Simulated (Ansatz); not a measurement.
# AlFH4SSi: shape, modes and thermochemistry

What shape does AlFH4SSi take? The plan is to relax it, then compute its harmonic vibrations to see whether it is a minimum and to get the zero-point energy and entropy, and look at its orbitals and charge.

The runs use Ansatz 0.2.0, Gaussian basis; RKS PBE0-D4/def2-TZVP.

Plan: relaxation at PBE-D4/def2-SVP; relaxation at PBE0-D4/def2-TZVP; harmonic vibrations at the same level; a single point in def2-TZVPP for the fields.

### Step 1. The starting structure

8 atoms, charge 0, spin multiplicity 1.

Atoms are counted from 1 here; the program's logs count them from 0.

Bond lengths: F1–Si2 1.657 Å, Si2–S3 2.124 Å, Si2–H5 1.486 Å, Si2–H6 1.487 Å, S3–Al4 2.201 Å, Al4–H7 1.583 Å, Al4–H8 1.618 Å. Angles: F1–Si2–S3 107.4°, F1–Si2–H5 111.3°, F1–Si2–H6 110.0°, S3–Si2–H5 109.3°, S3–Si2–H6 110.0°, H5–Si2–H6 108.8°, Si2–S3–Al4 95.1°, S3–Al4–H7 122.5°, S3–Al4–H8 118.8°, H7–Al4–H8 118.3°.

Geometry (Å):

```xyz
8

F    -1.4220    0.9018    1.1583
Si    0.0096    1.3234    0.4388
S     1.3655   -0.2858    0.7312
Al    0.2458   -1.7135   -0.5143
H    -0.1675    1.5577   -1.0179
H     0.5473    2.5614    1.0626
H     0.4519   -1.8212   -2.0801
H    -0.9385   -2.5810    0.1656
```

The start is a force-field geometry with small random shifts, so a cheaper pass at PBE-D4/def2-SVP comes first.

### Step 2. Optimising with PBE-D4/def2-SVP (cheap first pass)

Contents of in.yaml:

```yaml
crystal:
  periodic: [false, false, false]
  atoms:
    - {symbol: F, position_ang: [-1.422000, 0.901800, 1.158300]}
    - {symbol: Si, position_ang: [0.009600, 1.323400, 0.438800]}
    - {symbol: S, position_ang: [1.365500, -0.285800, 0.731200]}
    - {symbol: Al, position_ang: [0.245800, -1.713500, -0.514300]}
    - {symbol: H, position_ang: [-0.167500, 1.557700, -1.017900]}
    - {symbol: H, position_ang: [0.547300, 2.561400, 1.062600]}
    - {symbol: H, position_ang: [0.451900, -1.821200, -2.080100]}
    - {symbol: H, position_ang: [-0.938500, -2.581000, 0.165600]}
basis:
  gaussian: {orbitals: def2-SVP}
hamiltonian: {xc: pbe, dispersion: d4}
relax: {f_tol: 0.03, max_steps: 200}
```

On the command line:

```console
$ ansatz run in.yaml --threads 2 --pin off --events-out ev --progress --plain --max-ram 4352MiB
```

Standard output, cut to the lines that bear on the results:

```text
Functional definition: PBE
  name "PBE"
  cite "Perdew, Burke & Ernzerhof, Phys. Rev. Lett. 77, 3865 (1996) doi:10.1103/PhysRevLett.77.3865"
  parent pbe
[...]
974 factors; their error is unknown
[...]
mean field -28069.04181423 eV, -1031.5182607932 hartree, gradient 5.6e-5 eV, S^2 0.000000; 0 other end points of the search recorded, 0 dependent functions left out
[...]
reference -28069.04185505 eV, -1031.5182622932 hartree; 28, 28 occupied and 60, 60 virtual orbitals, 974 factors
relax step   1: F+E_penalty+E_count = -28069.23660000 eV  Δ(F+E_penalty+E_count) = +0.000e0 eV  max|allowed force component| = 8.121e-1 eV/Å  Δτ_max = 0.0000 Å  (25 SCF iters, accepted)
[...]
relax step   5: F+E_penalty+E_count = -28069.34912622 eV  Δ(F+E_penalty+E_count) = -2.597e-2 eV  max|allowed force component| = 1.460e-1 eV/Å  Δτ_max = 0.2000 Å  (27 SCF iters, accepted)
[...]
relax step   9: F+E_penalty+E_count = -28069.48333670 eV  Δ(F+E_penalty+E_count) = -3.647e-2 eV  max|allowed force component| = 1.333e-1 eV/Å  Δτ_max = 0.1944 Å  (26 SCF iters, accepted)
[...]
relax step  13: F+E_penalty+E_count = -28069.53296640 eV  Δ(F+E_penalty+E_count) = -1.473e-4 eV  max|allowed force component| = 1.742e-1 eV/Å  Δτ_max = 0.1410 Å  (27 SCF iters, accepted)
[...]
relax step  16: F+E_penalty+E_count = -28069.53611966 eV  Δ(F+E_penalty+E_count) = -3.022e-4 eV  max|allowed force component| = 3.359e-2 eV/Å  Δτ_max = 0.0308 Å  (28 SCF iters, accepted)
[...]
relax step  17: F+E_penalty+E_count = -28069.53620335 eV  Δ(F+E_penalty+E_count) = -8.369e-5 eV  max|allowed force component| = 1.217e-2 eV/Å  Δτ_max = 0.0104 Å  (30 SCF iters, accepted)
974 factors; their error is unknown
mean field -28069.34147755 eV, -1031.5292732171 hartree, gradient 1.1e-5 eV, S^2 0.000000; 1 other end points of the search recorded, 0 dependent functions left out
[...]
reference -28069.34151747 eV, -1031.5292746840 hartree; 28, 28 occupied and 60, 60 virtual orbitals, 974 factors
Total energy: -28069.53624327 eV, -1031.5364307252 hartree
Atom 0 at    -1.543563     1.368140     0.456983 Å, force    -0.005398     0.000171     0.002802 eV/Å
Atom 1 at     0.091481     1.391384     0.327316 Å, force     0.006585    -0.011092    -0.002620 eV/Å
Atom 2 at     0.914176    -0.429338     1.116563 Å, force    -0.007818     0.000707    -0.008476 eV/Å
Atom 3 at     0.043858    -1.839888    -0.347848 Å, force     0.005394    -0.008121     0.012166 eV/Å
Atom 4 at     0.414062     1.574363    -1.124428 Å, force     0.001096     0.001657    -0.002680 eV/Å
Atom 5 at     0.620063     2.509242     1.171270 Å, force     0.001324     0.004891     0.003818 eV/Å
Atom 6 at    -0.711222    -1.245260    -1.619666 Å, force    -0.000245     0.002154    -0.001716 eV/Å
Atom 7 at     0.263245    -3.385843    -0.035990 Å, force    -0.000937     0.009633    -0.003294 eV/Å
Dipole moment:     0.131927    -0.030710    -0.184935 e Å
```

It took 29 s on 2 threads of Arm Neoverse V1, shared host.

The steps of the relaxation:

```tsv
step	energy from step 1 (eV)	largest force component (eV/Å)
1	0.0000	0.8121
2	-0.0709	0.3190
3	-0.0818	0.2211
4	-0.0866	0.1739
5	-0.1125	0.1460
6	-0.1381	0.2701
7	-0.1695	0.3681
8	-0.2103	0.2792
9	-0.2467	0.1333
10	-0.2614	0.2521
11	-0.2855	0.1257
12	-0.2962	0.1125
13	-0.2964	0.1742
14	-0.2986	0.0508
15	-0.2992	0.0588
16	-0.2995	0.0336
17	-0.2996	0.0122
```

Close pairs (by a distance rule), those that changed most:

```tsv
bond	before (Å)	after (Å)	change (Å)
Al4–H8	1.618	1.592	-0.026
Si2–S3	2.124	2.148	+0.024
F1–Si2	1.657	1.640	-0.016
Si2–H5	1.486	1.498	+0.012
Al4–H7	1.583	1.594	+0.011
S3–Al4	2.201	2.212	+0.011
Si2–H6	1.487	1.497	+0.010
```

### Step 3. Relaxation at PBE0-D4/def2-TZVP

Contents of in.yaml:

```yaml
crystal:
  periodic: [false, false, false]
  atoms:
    - {symbol: F, position_ang: [-1.543563, 1.368140, 0.456983]}
    - {symbol: Si, position_ang: [0.091481, 1.391384, 0.327316]}
    - {symbol: S, position_ang: [0.914176, -0.429338, 1.116563]}
    - {symbol: Al, position_ang: [0.043858, -1.839888, -0.347848]}
    - {symbol: H, position_ang: [0.414062, 1.574363, -1.124428]}
    - {symbol: H, position_ang: [0.620063, 2.509242, 1.171270]}
    - {symbol: H, position_ang: [-0.711222, -1.245260, -1.619666]}
    - {symbol: H, position_ang: [0.263245, -3.385843, -0.035990]}
basis:
  gaussian: {orbitals: def2-TZVP}
hamiltonian: {xc: pbe0, dispersion: d4}
relax: {f_tol: 0.005, max_steps: 150}
```

The command is unchanged.

Standard output, cut to the lines that bear on the results:

```text
Functional definition: PBE0
  name "PBE0"
  cite "Adamo & Barone, J. Chem. Phys. 110, 6158 (1999) doi:10.1063/1.478522"
  cite "Perdew, Burke & Ernzerhof, Phys. Rev. Lett. 77, 3865 (1996) doi:10.1103/PhysRevLett.77.3865"
  parent pbe
[...]
1150 factors; their error is unknown
[...]
mean field -28084.30358343 eV, -1032.0791204663 hartree, gradient 4.9e-5 eV, S^2 0.000000; 0 other end points of the search recorded, 0 dependent functions left out
[...]
reference -28084.30361831 eV, -1032.0791217480 hartree; 28, 28 occupied and 138, 138 virtual orbitals, 1150 factors
relax step   1: F+E_penalty+E_count = -28084.46949048 eV  Δ(F+E_penalty+E_count) = +0.000e0 eV  max|allowed force component| = 1.239e0 eV/Å  Δτ_max = 0.0000 Å  (25 SCF iters, accepted)
[...]
reference -28084.35341164 eV, -1032.0809516191 hartree; 28, 28 occupied and 138, 138 virtual orbitals, 1150 factors
Total energy: -28084.51998394 eV, -1032.0870730385 hartree
Atom 0 at    -1.519143     1.460403     0.516909 Å, force     0.004319    -0.000418    -0.001421 eV/Å
Atom 1 at     0.067555     1.368595     0.339530 Å, force    -0.002088     0.002660     0.003947 eV/Å
Atom 2 at     0.802170    -0.434327     1.171196 Å, force    -0.000334     0.001346    -0.002158 eV/Å
Atom 3 at     0.064160    -1.821115    -0.354115 Å, force    -0.001448    -0.003263    -0.000032 eV/Å
Atom 4 at     0.344257     1.462489    -1.110879 Å, force    -0.000501    -0.001277     0.001233 eV/Å
Atom 5 at     0.672265     2.487472     1.094350 Å, force    -0.001070    -0.000342    -0.001522 eV/Å
Atom 6 at    -0.654767    -1.226283    -1.628059 Å, force     0.001081     0.000053     0.000835 eV/Å
Atom 7 at     0.315603    -3.354435    -0.084732 Å, force     0.000041     0.001240    -0.000882 eV/Å
Dipole moment:     0.157572    -0.085451    -0.184513 e Å
```

It took 48 s on 2 threads of Arm Neoverse V1, shared host.

The steps of the relaxation:

```tsv
step	energy from step 1 (eV)	largest force component (eV/Å)
1	0.0000	1.2395
2	-0.0391	0.7294
3	-0.0487	0.1219
4	-0.0491	0.0317
5	-0.0495	0.0230
6	-0.0497	0.0583
7	-0.0502	0.0184
8	-0.0503	0.0331
9	-0.0504	0.0109
10	-0.0505	0.0050
11	-0.0505	0.0043
```

Close pairs (by a distance rule), those that changed most:

```tsv
bond	before (Å)	after (Å)	change (Å)
F1–Si2	1.640	1.599	-0.041
Si2–S3	2.148	2.117	-0.031
S3–Al4	2.212	2.190	-0.022
Si2–H5	1.498	1.480	-0.019
Si2–H6	1.497	1.479	-0.018
Al4–H8	1.592	1.577	-0.015
Al4–H7	1.594	1.579	-0.015
```

Mulliken charges of the relaxed molecule (report file):

```tsv
atom	value (e)
F1	-0.30
Si2	0.47
S3	-0.31
Al4	0.36
H5	-0.02
H6	-0.03
H7	-0.08
H8	-0.08
```

### Step 4. Harmonic vibrations

Contents of in.yaml:

```yaml
crystal:
  periodic: [false, false, false]
  atoms:
    - {symbol: F, position_ang: [-1.519143, 1.460403, 0.516909]}
    - {symbol: Si, position_ang: [0.067555, 1.368595, 0.339530]}
    - {symbol: S, position_ang: [0.802170, -0.434327, 1.171196]}
    - {symbol: Al, position_ang: [0.064160, -1.821115, -0.354115]}
    - {symbol: H, position_ang: [0.344257, 1.462489, -1.110879]}
    - {symbol: H, position_ang: [0.672265, 2.487472, 1.094350]}
    - {symbol: H, position_ang: [-0.654767, -1.226283, -1.628059]}
    - {symbol: H, position_ang: [0.315603, -3.354435, -0.084732]}
basis:
  gaussian: {orbitals: def2-TZVP}
hamiltonian: {xc: pbe0, dispersion: d4}
phonons: {temperatures: {t_min: 298.15, t_max: 900, t_step: 200}}
```

Same command.

Standard output, cut to the lines that bear on the results:

```text
Functional definition: PBE0
  name "PBE0"
  cite "Adamo & Barone, J. Chem. Phys. 110, 6158 (1999) doi:10.1063/1.478522"
  cite "Perdew, Burke & Ernzerhof, Phys. Rev. Lett. 77, 3865 (1996) doi:10.1103/PhysRevLett.77.3865"
  parent pbe
[...]
1150 factors; their error is unknown
[...]
mean field -28084.35339174 eV, -1032.0809508882 hartree, gradient 4.4e-5 eV, S^2 0.000000; 0 other end points of the search recorded, 0 dependent functions left out
[...]
reference -28084.35342619 eV, -1032.0809521539 hartree; 28, 28 occupied and 138, 138 virtual orbitals, 1150 factors
[...]
1150 factors; their error is unknown
mean field -28084.35328198 eV, -1032.0809468544 hartree, gradient 2.2e-6 eV, S^2 0.000000; 0 other end points of the search recorded, 0 dependent functions left out
[...]
reference -28084.35331642 eV, -1032.0809481201 hartree; 28, 28 occupied and 138, 138 virtual orbitals, 1150 factors
[...]
Atom 0 at    -1.519143     1.460403     0.516909 Å, force     0.004355    -0.000514    -0.001500 eV/Å
Atom 1 at     0.067555     1.368595     0.339530 Å, force    -0.002044     0.002848     0.004032 eV/Å
Atom 2 at     0.802170    -0.434327     1.171196 Å, force    -0.000295     0.001379    -0.002210 eV/Å
Atom 3 at     0.064160    -1.821115    -0.354115 Å, force    -0.001524    -0.003306    -0.000007 eV/Å
Atom 4 at     0.344257     1.462489    -1.110879 Å, force    -0.000533    -0.001322     0.001311 eV/Å
Atom 5 at     0.672265     2.487472     1.094350 Å, force    -0.001076    -0.000349    -0.001526 eV/Å
Atom 6 at    -0.654767    -1.226283    -1.628059 Å, force     0.001079     0.000020     0.000788 eV/Å
Atom 7 at     0.315603    -3.354435    -0.084732 Å, force     0.000039     0.001245    -0.000888 eV/Å
Dipole moment:     0.157573    -0.085455    -0.184511 e Å
Vibrations: 40.79 133.37 170.37 252.52 463.16 477.38 539.31 583.40 629.77 738.67 760.94 868.92 907.35 956.05 1948.08 1968.24 2254.48 2264.92 cm⁻¹, zero-point energy 0.989254 eV
```

Run time: 2.2 min. Hardware: 2 threads of Arm Neoverse V1, shared host.

Motions are named by where the mode's potential energy lies. Wavenumbers, unscaled:

```tsv
mode	cm⁻¹	motion
1	41	torsion
2	133	bend
3	170	torsion
4	253	bend
5	463	bend
6	477	Al–S stretch
7	539	Si–S stretch
8	583	out-of-plane bend with torsion
9	630	bend
10	739	bend
11	761	bend
12	869	Si–F stretch with bend
13	907	bend with Si–F stretch
14	956	bend
15	1948	Al–H stretch
16	1968	Al–H stretch
17	2254	Si–H stretch
18	2265	Si–H stretch
```

From these modes and the moments of inertia (298.15 K, 1 bar, symmetry number 1):

```tsv
term	value
zero-point energy	95.4 kJ/mol
H(298) − E	115.8 kJ/mol
entropy, translation	167.5 J/(mol K)
entropy, rotation	113.7 J/(mol K)
entropy, vibration	67.4 J/(mol K)
entropy, total	348.6 J/(mol K)
```

### Step 5. A single point for the fields

in.yaml, as its differences from that of step 4:

```diff
@@ -12,4 +12,4 @@
 basis:
-  gaussian: {orbitals: def2-TZVP}
+  gaussian: {orbitals: def2-TZVPP}
 hamiltonian: {xc: pbe0, dispersion: d4}
-phonons: {temperatures: {t_min: 298.15, t_max: 900, t_step: 200}}
+output: {orbitals: {seedname: orbitals}}
```

The command is unchanged.

Standard output:

```text
Functional definition: PBE0
  name "PBE0"
  cite "Adamo & Barone, J. Chem. Phys. 110, 6158 (1999) doi:10.1063/1.478522"
  cite "Perdew, Burke & Ernzerhof, Phys. Rev. Lett. 77, 3865 (1996) doi:10.1103/PhysRevLett.77.3865"
  parent pbe
  parameter a = 0.25
  parameter kappa = 0.804
  parameter beta = 0.06672455060314922
  exchange = (1 - a)*pbe_x(kappa = kappa, mu = beta*pi^2/3) + a*exact_x
  correlation = pbe_c(beta = beta)
1298 factors; their error is unknown
mean field evaluation 1: about -28082.4642 eV, gradient 3.4e1 eV
mean field evaluation 2: about -28081.1311 eV, gradient 4.8e1 eV
mean field evaluation 4: about -28084.3234 eV, gradient 1.7e0 eV
mean field evaluation 8: about -28084.3307 eV, gradient 2.2e-2 eV
mean field -28084.37488629 eV, -1032.0817407981 hartree, gradient 6.3e-5 eV, S^2 0.000000; 0 other end points of the search recorded, 0 dependent functions left out
reference -28084.37492041 eV, -1032.0817420519 hartree; 28, 28 occupied and 185, 185 virtual orbitals, 1298 factors
Total energy: -28084.54149271 eV, -1032.0878634712 hartree
```

It took 3.7 s on 2 threads of Arm Neoverse V1, shared host; peak memory 0.5 GiB.

Orbitals, density, ELF and potential are computed afterwards from the orbital file.

Frontier orbitals at PBE0-D4/def2-TZVPP, with the share of their density that lies nearest to each atom:

```tsv
orbital	energy (eV)	lies on
HOMO-1	-8.70	S3 44 %; H7 33 %; Al4 8 %
HOMO	-8.22	S3 81 %; Al4 7 %
LUMO	-1.68	Al4 50 %; H7, H8 about 17 % each; S3 10 %
```

ELF in a plane through or near 6 of the atoms.

Ten even steps from ' ' (0.00) to '@' (1.00):
```
                                                        
                                                        
                  ::==::                                
              ::##@@@@@@++                              
              ##@@@@@@@@@@..                            
            ..%%@@@@@@@@@@..  ..::::                    
              **@@@@@@@@@@..  --++==::                  
          ....--##@@@@@@##  ..++**++--                  
      ::**##**::....::==--  ..--::  ........            
    ..%%@@@@@@**::####  ::::--..++##::++####++..        
    ::@@@@@@@@##::####..++++**::####::%%@@@@%%--        
    ==@@@@@@@@@@..--::++%%**%%##::::==@@@@@@@@**        
    --@@@@@@@@@@**..++%%++..==%%**--%%@@@@@@@@**        
      %%@@@@@@@@==..++##::##--##++::**@@@@@@@@--        
      ::%%@@@@++    ==##==::==##==  ..##@@@@**          
        ..----      --##%%%%@@##==    ..----            
                    ..++##%%%%**--                      
                      ::++**++--..                      
                        ......                          
                                                        
```
The map spans 11.8 Å across and 8.2 Å up, centred on the molecule. Atoms in the plane (x, y in Å): Si2 (1.4, -0.1), S3 (-0.2, -1.5), Al4 (-1.8, 0.0), H6 (2.7, -0.8), H7 (-1.5, 1.5), H8 (-3.3, -0.7).

log10 of the density (e/Å³) in the same plane.

Values, 10 rows by 14 columns:
```
-4.0 -4.0 -4.0 -4.0 -4.0 -3.8 -4.0 -4.0 -4.0 -4.0 -4.0 -4.0 -4.0 -4.0
-4.0 -4.0 -4.0 -3.5 -2.8 -2.5 -2.8 -3.4 -3.5 -3.7 -4.0 -4.0 -4.0 -4.0
-4.0 -4.0 -3.7 -2.6 -1.6 -1.1 -1.6 -2.4 -2.2 -2.4 -3.2 -4.0 -4.0 -4.0
-4.0 -3.7 -2.9 -1.9 -0.8  0.2 -0.9 -1.6 -1.0 -1.3 -2.2 -3.3 -4.0 -4.0
-4.0 -3.0 -1.9 -1.1 -0.6 -0.1 -0.9 -1.0 -0.3 -0.6 -1.4 -2.4 -3.6 -4.0
-3.8 -2.6 -1.2 -0.3  0.4  1.3 -0.5 -0.5  1.1  0.3 -0.6 -1.7 -3.1 -4.0
-3.9 -2.5 -1.2 -0.2 -0.6 -0.5  0.1  0.2 -0.3 -0.4 -0.2 -1.5 -3.0 -4.0
-4.0 -3.1 -2.1 -1.6 -1.6 -0.9  0.1  0.2 -0.8 -1.4 -1.5 -2.3 -3.4 -4.0
-4.0 -4.0 -3.3 -2.9 -2.7 -1.8 -0.9 -0.9 -1.7 -2.6 -2.9 -3.4 -4.0 -4.0
-4.0 -4.0 -4.0 -4.0 -3.7 -2.9 -2.3 -2.3 -2.8 -3.7 -4.0 -4.0 -4.0 -4.0
```
The map spans 11.8 Å across and 8.2 Å up, centred on the molecule. Atoms in the plane (x, y in Å): Si2 (1.4, -0.1), S3 (-0.2, -1.5), Al4 (-1.8, 0.0), H6 (2.7, -0.8), H7 (-1.5, 1.5), H8 (-3.3, -0.7).

On the surface of density 0.002 e/bohr³ the electrostatic potential runs, from the 1st to the 99th percentile, from -0.83 V near F1 to 3.13 V near Al4.

### Step 6. Outcome

| quantity | value |
| --- | --- |
| point group | C1 |
| steps | 17 + 11 |
| shift from the start (rms) | 0.839 Å |
| total energy | -28084.5200 eV |
| dispersion term | -167 meV |
| dipole moment | 1.24 D |
| lowest, highest wavenumber | 41, 2265 cm⁻¹ |
| zero-point energy | 95.4 kJ/mol |
| entropy at 298.15 K | 348.6 J/(mol K) |
| HOMO, LUMO | -8.22, -1.68 eV |

What this shows: The atoms moved 0.84 Å (rms) from the start; the bond that changed most is F1–Si2, from 1.657 to 1.599 Å. No mode is imaginary: a true minimum at this level. The stiffest mode, 2265 cm⁻¹, is an Si–H stretch, and 3 modes under 200 cm⁻¹ make the vibrational entropy uncertain. Harmonic hybrid wavenumbers usually lie a few per cent above measured fundamentals. The largest Mulliken charge, +0.47 e, sits on Si2. The HOMO lies mostly on S3 81 %; Al4 7 % and the LUMO on Al4 50 %; H7, H8 about 17 % each.
